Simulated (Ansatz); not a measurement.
# KZn3: the cost of one run

Computed with Ansatz 0.2.0 (DFT PBE, scalar-relativistic, plane waves, PAW, unless a step's input says otherwise).

## (1) The starting structure

Symmetry: P4/mmm, No. 123, tetragonal system. The conventional cell has a = 4.239 Å, b = 4.239 Å, c = 4.196 Å, α = 90.00°, β = 90.00°, γ = 90.00°. Around K (site symmetry 4/mmm) lie 12 Zn at 2.98 to 3.00 Å. Around Zn (site symmetry mmm) lie 4 K at 2.98 Å and 8 Zn at 2.98 to 3.00 Å. Around Zn (site symmetry 4/mmm) lie 8 Zn at 2.98 Å and 4 K at 3.00 Å.

Structure file:

```xyz
4
Lattice="4.2391 0.0000 0.0000 0.0000 4.2391 0.0000 0.0000 0.0000 4.1956" Properties=species:S:1:pos:R:3 pbc="T T T"
K     0.0000    0.0000    0.0000
Zn    0.0000    2.1196    2.0978
Zn    2.1196    0.0000    2.0978
Zn    2.1196    2.1196    0.0000
```

This is candidate A: Cu3Pd type (P4/mmm, No. 123).

(A quick probe on a coarse mesh, which set the mesh and smearing, is not shown.)

## (3) Coarse relaxation (candidate A)

input.yaml reads:

```yaml
crystal:
  lattice:
    - [4.2391263257, 0.0, 0.0]
    - [0.0, 4.2391263257, 0.0]
    - [0.0, 0.0, 4.1955540238]
  atoms:
    - { symbol: K, position: [0.0, 0.0, 0.0] }
    - { symbol: Zn, position: [0.0, 0.5, 0.5] }
    - { symbol: Zn, position: [0.5, 0.0, 0.5] }
    - { symbol: Zn, position: [0.5, 0.5, 0.0] }
basis:
  ecutwfc: 420
kpoints:
  mp_grid: { grid: [4, 4, 4] }
hamiltonian:
  xc: pbe
scf:
  occupations: { method: gaussian, width: 0.1 }
  lower_state_search: "off"
output:
  forces: true
  stress: true
  eigenvalues: true
relax:
  adjacent_minimum: "off"
  f_tol: 0.04
  max_steps: 70
  cell: { stress_tol: 0.4 }
```

The run is started by

```bash
ansatz run input.yaml --threads 1 --pin off --max-ram 2560MiB --backend cpu --events-out ev --progress --plain --runs-dir out
```

**Question.** How long does this run take on 1 thread of Intel Xeon 6975P-C (Granite Rapids), shared host, and how much memory does it need?

About 8 s, with a peak of 0.43 GiB.
